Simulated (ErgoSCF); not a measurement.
# BHOF2 (SMILES OB(F)F): HF/def2-SVPD

What is the vertical singlet–triplet gap of BHOF2 at HF/def2-SVPD? 

The calculation is run with ErgoSCF 3.8.

6 further runs of the same task are left out: 3 that didn't finish, 3 set aside as unsound or not needed. Runs told in other sessions of the task aren't counted.

**1. The system as given**

BHOF2: 5 atoms, total charge 0, spin state singlet. SMILES: `OB(F)F`. Geometry: relaxed at GFN2-xTB.

Bond lengths: O1–B2 1.319 Å, B2–F3 1.314 Å, B2–F4 1.327 Å, O1–H5 0.958 Å. Angles: O1–B2–F3 121.0°, O1–B2–F4 123.1°, F3–B2–F4 115.9°, B2–O1–H5 117.7°.

**2. A single-point energy at HF/def2-SVPD**

Input file mol.xyz:

```xyz
5

O      0.031910     0.983470     0.158720
B      0.104930    -0.333240     0.136890
F      0.724520    -0.991730     1.090370
F     -0.428080    -1.073520    -0.827330
H     -0.433280     1.415020    -0.558650
```

Input file input.ego:

```
# HF on BF2HO
set_nthreads("env")
scf.use_diagonalization = 1
tmpdir = "."
scf.max_number_of_iterations = 120
scf.output_mulliken_pop = 1
basis = "def2-SVPD"
molecule "mol.xyz"
run "HF"
```

The basis set def2-SVPD is read from a file made from the Basis Set Exchange's data (not shown).

Started as:

```sh
ergo input.ego
```

What it wrote:

```text
[...]
INSC SCF_general constructor, number of basis functions: 97
[...]
INSC Energy   1 =       -109.08706154760
[...]
INDE E_LUMO =          0.05994060480
[...]
INSC Energy  14 =       -298.97618765290  ( diff     -0.000000000009550 )
[...]
RESC CONVERGED after  14 iterations.
RESC FINAL ENERGY:       -298.97618765290
[...]
INSC SCF: dipole_moment_x [atomic units] =      -0.35881659
INSC SCF: dipole_moment_y [atomic units] =       0.64747381
INSC SCF: dipole_moment_z [atomic units] =      -0.51782312
[...]
```

Wall time 74 s (1 thread of Arm Neoverse N1, shared host); peak memory 0.26 GiB.

**3. The triplet, same level**

Input file geom.xyz:

```xyz
5
BF2HO
O      0.031910     0.983470     0.158720
B      0.104930    -0.333240     0.136890
F      0.724520    -0.991730     1.090370
F     -0.428080    -1.073520    -0.827330
H     -0.433280     1.415020    -0.558650
```

Input file run.inp:

```
set_nthreads(1)
molecule "geom.xyz"
spin_polarization = 2
tmpdir = "."
charge = 0
scf.max_number_of_iterations = 120
scf.use_diagonalization = 1
scf.output_mulliken_pop = 1
basis = "def2-SVPD"
run "HF"
```

The basis set def2-SVPD is read from a file made from the Basis Set Exchange's data (not shown).

Started as:

```sh
ergo < run.inp
```

What it wrote:

```text
[...]
INSC SCF_general constructor, number of basis functions: 97
[...]
INSC Energy   1 =       -109.11357560918
[...]
INDE E_LUMO =         -0.14603321283
[...]
INSC Energy  26 =       -298.66641353763  ( diff     -0.000000000013188 )
[...]
RESC CONVERGED after  26 iterations.
RESC FINAL ENERGY:       -298.66641353763
RESC FINAL <S2> =          2.00559670758
[...]
INSC SCF: dipole_moment_x [atomic units] =       0.55433418
INSC SCF: dipole_moment_y [atomic units] =      -0.49192800
INSC SCF: dipole_moment_z [atomic units] =       0.85516828
[...]
```

Run time: 3.8 min. Hardware: 1 thread of Arm Neoverse N1, shared host; peak memory 0.26 GiB.

**4. Summary of results**

Level: HF/def2-SVPD.

| quantity | value |
| --- | --- |
| singlet: total energy | -298.97619 Eh |
| singlet: dipole moment | 2.30 D |
| triplet: total energy | -298.66641 Eh |
| triplet: dipole moment | 2.88 D |
| triplet: ⟨S²⟩ | 2.006 |
| vertical energy of the triplet above the singlet | 8.429 eV |

What this shows: At this shape the triplet lies 8.43 eV (813 kJ/mol) above the singlet. Mulliken charges (singlet) run from -0.56 on O1 to +1.31 on B2; in a basis this large or diffuse they mean little. Mulliken charges (triplet) run from -0.48 on O1 to +0.81 on B2; in a basis this large or diffuse they mean little.
